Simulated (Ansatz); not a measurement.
# AlB2H7OSi: small, medium and large basis sets

The task here is to estimate one member of a computed series from the others.

Method: one geometry, several basis sets; program: Ansatz 0.2.0, Gaussian basis.

Levels to be run: PBE0-D4/def2-SVP; ωB97M-V/def2-SVP; PBE0-D4/def2-QZVPP; ωB97M-V/def2-QZVPP; the functionals' def2-TZVPP values are taken from earlier runs.

## The geometry

The geometry comes from an earlier relaxation with PBE0-D4 in a triple-zeta def2 set; it is a stationary point, not always the lowest conformer.

SMILES `BOB[SiH2][AlH2]`, 12 atoms, charge 0, spin multiplicity 1.

Atoms are counted from 1 here; the program's logs count them from 0.

Bond lengths: B1–O2 1.332 Å, B1–H6 1.197 Å, B1–H7 1.198 Å, O2–B3 1.334 Å, B3–Si4 2.022 Å, B3–H8 1.202 Å, Si4–Al5 2.456 Å, Si4–H9 1.492 Å, Si4–H10 1.493 Å, Al5–H11 1.589 Å, Al5–H12 1.589 Å. Angles: O2–B1–H6 118.5°, O2–B1–H7 118.3°, H6–B1–H7 123.1°, B1–O2–B3 176.2°, O2–B3–Si4 120.8°, O2–B3–H8 117.1°, Si4–B3–H8 122.0°, B3–Si4–Al5 107.6°, B3–Si4–H9 109.6°, B3–Si4–H10 110.9°, Al5–Si4–H9 109.7°, Al5–Si4–H10 110.3°, H9–Si4–H10 108.7°, Si4–Al5–H11 120.3°, Si4–Al5–H12 120.6°, H11–Al5–H12 119.0°.

The first run:

The input, in.yaml:

```yaml
crystal:
  periodic: [false, false, false]
  atoms:
    - {symbol: B, position_ang: [-0.989027, 0.261970, 2.596629]}
    - {symbol: O, position_ang: [-0.227169, 0.633785, 1.569205]}
    - {symbol: B, position_ang: [0.570654, 0.925506, 0.540973]}
    - {symbol: Si, position_ang: [1.161416, -0.513953, -0.750767]}
    - {symbol: Al, position_ang: [-0.438684, -0.541605, -2.613434]}
    - {symbol: H, position_ang: [-0.455342, -0.029315, 3.627939]}
    - {symbol: H, position_ang: [-2.176872, 0.239765, 2.444951]}
    - {symbol: H, position_ang: [0.866317, 2.080396, 0.386877]}
    - {symbol: H, position_ang: [2.526527, -0.197859, -1.264107]}
    - {symbol: H, position_ang: [1.198821, -1.848382, -0.081566]}
    - {symbol: H, position_ang: [-1.714755, -1.487272, -2.560777]}
    - {symbol: H, position_ang: [-0.244985, 0.421762, -3.862022]}
basis:
  gaussian: {orbitals: def2-SVP}
hamiltonian: {xc: pbe0, dispersion: d4}
output: {orbitals: {seedname: orbitals}}
```

Among the steps run: PBE0-D4 in def2-SVP; ωB97M-V in def2-SVP; PBE0-D4 in def2-QZVPP; ωB97M-V in def2-QZVPP.

One table of the session follows, with a row left open; its other results are not shown here.

It belongs to the step «Density functionals: the series». 

```
functional       basis  HOMO (eV)  LUMO (eV)
   PBE0-D4    def2-SVP      -7.29      -2.28
   PBE0-D4  def2-TZVPP          ?          ?
   PBE0-D4  def2-QZVPP      -7.25      -2.29
   ωB97M-V    def2-SVP      -9.20      -0.55
   ωB97M-V  def2-TZVPP      -9.20      -0.62
   ωB97M-V  def2-QZVPP      -9.21      -0.69
```

Q: Estimate the row for PBE0-D4, def2-TZVPP from the others.

**Answer.** HOMO (eV): -7.25; LUMO (eV): -2.28.
